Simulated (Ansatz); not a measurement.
**Si₂PNH₆: small, medium and large basis sets**

Aim: see how fast density functionals converge with the basis set for Si₂PNH₆.

Program: Ansatz 0.2.0, Gaussian basis. Level of theory: one geometry, several basis sets. These are calculated values, not measurements.

Plan: PBE0-D4/def2-SVP; ωB97M-V/def2-SVP; PBE0-D4/def2-QZVPP; ωB97M-V/def2-QZVPP; the functionals' def2-TZVPP values are taken from earlier runs.

## 1. Structure used throughout

The geometry comes from an earlier relaxation with PBE0-D4/def2-TZVP; it is a stationary point, not always the lowest conformer.

SMILES `[SiH3]N1[SiH2]P1`, 10 atoms, charge 0, spin multiplicity 1.

Atoms are counted from 1 here; the program's logs count them from 0.

Bond lengths: Si1–N2 1.715 Å, Si1–H5 1.487 Å, Si1–H6 1.486 Å, Si1–H7 1.490 Å, N2–Si3 1.709 Å, N2–P4 1.782 Å, Si3–P4 2.183 Å, Si3–H8 1.479 Å, Si3–H9 1.481 Å, P4–H10 1.437 Å. Angles: N2–Si1–H5 109.6°, N2–Si1–H6 108.3°, N2–Si1–H7 112.0°, H5–Si1–H6 110.2°, H5–Si1–H7 108.0°, H6–Si1–H7 108.7°, Si1–N2–Si3 149.0°, Si1–N2–P4 131.7°, Si3–N2–P4 77.4°, N2–Si3–P4 52.8°, N2–Si3–H8 117.3°, N2–Si3–H9 117.9°, P4–Si3–H8 121.3°, P4–Si3–H9 121.6°, H8–Si3–H9 112.7°, N2–P4–Si3 49.8°, N2–P4–H10 99.7°, Si3–P4–H10 94.5°.

## 2. PBE0-D4 in def2-SVP

Input file in.yaml:

```yaml
crystal:
  periodic: [false, false, false]
  atoms:
    - {symbol: Si, position_ang: [-0.933957, 1.190266, -0.636262]}
    - {symbol: N, position_ang: [-0.094242, -0.232010, -0.174188]}
    - {symbol: Si, position_ang: [0.443185, -1.278899, 1.064465]}
    - {symbol: P, position_ang: [1.193704, -1.162359, -0.981699]}
    - {symbol: H, position_ang: [-1.394184, 1.061791, -2.043881]}
    - {symbol: H, position_ang: [-2.097937, 1.361117, 0.271846]}
    - {symbol: H, position_ang: [-0.071708, 2.401779, -0.542781]}
    - {symbol: H, position_ang: [-0.475960, -2.358713, 1.485952]}
    - {symbol: H, position_ang: [1.185978, -0.684243, 2.199872]}
    - {symbol: H, position_ang: [2.328319, -0.350031, -0.640224]}
basis:
  gaussian: {orbitals: def2-SVP}
hamiltonian: {xc: pbe0, dispersion: d4}
output: {orbitals: {seedname: orbitals}}
```

Run with:

```bash
$ ansatz run in.yaml --threads 2 --pin off --events-out ev --progress --plain --max-ram 4352MiB
```

Further steps of the session: ωB97M-V in def2-SVP; PBE0-D4 in def2-QZVPP; ωB97M-V in def2-QZVPP.

Q: Predict the results of all the runs planned. Wanted: PBE0-D4: double and triple zeta above quadruple; ωB97M-V: double and triple zeta above quadruple.

As calculated:

```
                                       quantity           value
PBE0-D4: double and triple zeta above quadruple  11.71, 0.94 eV
ωB97M-V: double and triple zeta above quadruple  11.73, 0.87 eV
```

PBE0-D4 gains 10.78 eV from double to triple zeta, then 0.94 eV more. These are total energies; as a rule much of such shifts cancels in differences, which this series doesn't test. The LUMO of ωB97M-V is positive and keeps falling with the basis (1.42 to 0.77 eV): an unbound level that the basis holds in place.
